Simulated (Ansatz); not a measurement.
# CH₇BOSi: up Jacob's ladder to CCSD(T)

How much do the methods differ for CH₇BOSi? The plan is to run it at one geometry with functionals of several rungs and with coupled cluster, and see how far each lands from CCSD(T) at the basis-set limit for the atomisation energy.

Program: Ansatz 0.2.0, Gaussian basis. Level of theory: functionals in def2-TZVPP, the program's frozen cores in correlated methods. These are calculated values, not measurements.

Plan: LDA (SPW92), PBE-D4, revPBE-D4, BLYP-D4, r2SCAN-D4, B97M-V, PBE0-D4, B3LYP-D4, r2SCANh-D4, r2SCAN0-D4, HSE06-D4, BHLYP-D4, CAM-B3LYP-D4, LC-ωPBE, ωB97X-V, ωB97M-V, B2PLYP, PBE-QIDH; CCSD(T)/def2-SVP; CCSD(T)/def2-TZVPP; MP2/def2-QZVPP; extrapolation to the limit; RPA on PBE.

### Step 1. The relaxed structure

An earlier PBE0-D4 in a triple-zeta def2 set relaxation fixed the geometry.

11 atoms, charge 0, spin multiplicity 1.

Atoms are counted from 1 here; the program's logs count them from 0.

Bond lengths: O1–B2 1.358 Å, O1–H5 0.960 Å, B2–C3 1.552 Å, B2–H6 1.205 Å, C3–Si4 1.880 Å, C3–H7 1.095 Å, C3–H8 1.094 Å, Si4–H9 1.488 Å, Si4–H10 1.488 Å, Si4–H11 1.487 Å. Angles: B2–O1–H5 113.1°, O1–B2–C3 119.0°, O1–B2–H6 119.2°, C3–B2–H6 121.8°, B2–C3–Si4 110.9°, B2–C3–H7 111.3°, B2–C3–H8 112.1°, Si4–C3–H7 105.8°, Si4–C3–H8 107.2°, H7–C3–H8 109.2°, C3–Si4–H9 110.5°, C3–Si4–H10 110.6°, C3–Si4–H11 110.7°, H9–Si4–H10 108.2°, H9–Si4–H11 108.5°, H10–Si4–H11 108.3°.

### Step 2. LDA

This LDA is Slater exchange with PW92 correlation.

in.yaml reads:

```yaml
crystal:
  periodic: [false, false, false]
  atoms:
    - {symbol: O, position_ang: [-0.338007, 2.100564, 0.562085]}
    - {symbol: B, position_ang: [-0.553664, 0.790965, 0.848107]}
    - {symbol: C, position_ang: [0.571700, -0.237281, 0.556220]}
    - {symbol: Si, position_ang: [0.299841, -1.076437, -1.104222]}
    - {symbol: H, position_ang: [-1.098860, 2.656331, 0.743779]}
    - {symbol: H, position_ang: [-1.624133, 0.453535, 1.287316]}
    - {symbol: H, position_ang: [0.578437, -1.041228, 1.299305]}
    - {symbol: H, position_ang: [1.559975, 0.231934, 0.523562]}
    - {symbol: H, position_ang: [1.347718, -2.104374, -1.345451]}
    - {symbol: H, position_ang: [-1.027430, -1.748293, -1.141197]}
    - {symbol: H, position_ang: [0.349724, -0.082614, -2.209003]}
basis:
  gaussian: {orbitals: def2-TZVPP}
hamiltonian: {xc: lda}
output: {orbitals: {seedname: orbitals}}
```

The run is started by

```console
$ ansatz run in.yaml --threads 2 --pin off --events-out ev --progress --plain --max-ram 4352MiB
```

After this run come: PBE-D4 (GGA); revPBE-D4 (GGA); BLYP-D4 (GGA); r2SCAN-D4 (meta-GGA); B97M-V (meta-GGA); PBE0-D4 (hybrid); B3LYP-D4 (hybrid); r2SCANh-D4 (hybrid); r2SCAN0-D4 (hybrid); HSE06-D4 (hybrid); BHLYP-D4 (hybrid); CAM-B3LYP-D4 (range-separated); LC-ωPBE (range-separated); ωB97X-V (range-separated); ωB97M-V (range-separated); B2PLYP (double hybrid); PBE-QIDH (double hybrid); CCSD(T) in def2-SVP; CCSD(T) in def2-TZVPP; MP2 in def2-QZVPP; RPA on PBE orbitals.

Q: Predict the results of all the runs planned. Wanted: atomisation energy, CCSD(T)/CBS; farthest beyond LDA; mean size of error, GGA; mean size of error, meta-GGA; mean size of error, hybrid; mean size of error, range-separated; mean size of error, double hybrid; gap, smallest and largest; T1 diagnostic.

The runs gave:

| quantity | value |
| --- | --- |
| atomisation energy, CCSD(T)/CBS | 3993.1 kJ/mol |
| functionals within 20.0 kJ/mol (0.5 %) | BLYP-D4, r2SCAN-D4, B97M-V, PBE0-D4, B3LYP-D4, r2SCANh-D4, HSE06-D4, LC-ωPBE, ωB97X-V, ωB97M-V |
| farthest beyond LDA | BHLYP-D4 (-72.1 kJ/mol) |
| mean size of error, GGA | 33.5 kJ/mol |
| mean size of error, meta-GGA | 16.1 kJ/mol |
| mean size of error, hybrid | 21.2 kJ/mol |
| mean size of error, range-separated | 18.7 kJ/mol |
| mean size of error, double hybrid | 29.3 kJ/mol |
| gap, smallest and largest | 5.83 eV (LDA (SPW92)), 13.41 eV (LC-ωPBE) |
| T1 diagnostic | 0.0124 |
| triples share of the correlation energy | 3.5 % |

The LDA atomisation energy is off by 491.5 kJ/mol (12 %): it overbinds. PBE-D4 is off by +29.7 kJ/mol. Double hybrids carry the basis error of their MP2 part in triple zeta, and no dispersion term here, so their miss is partly the set-up's. The rungs meta-GGA, range-separated miss on average by less than the doubt on the reference (20.0 kJ/mol), so they tie. The reference freezes the cores and leaves out relativity and excitations past (T), so misses under about 20.0 kJ/mol can't be ranked. Hartree-Fock recovers 76 % of the binding; the rest is correlation. CCSD(T) in def2-SVP is off by -191.0 kJ/mol, more than most functionals: a good method in a small basis is no reference. The gap grows from 5.8 to 13.4 eV across the functionals, mostly with the share of exact exchange.
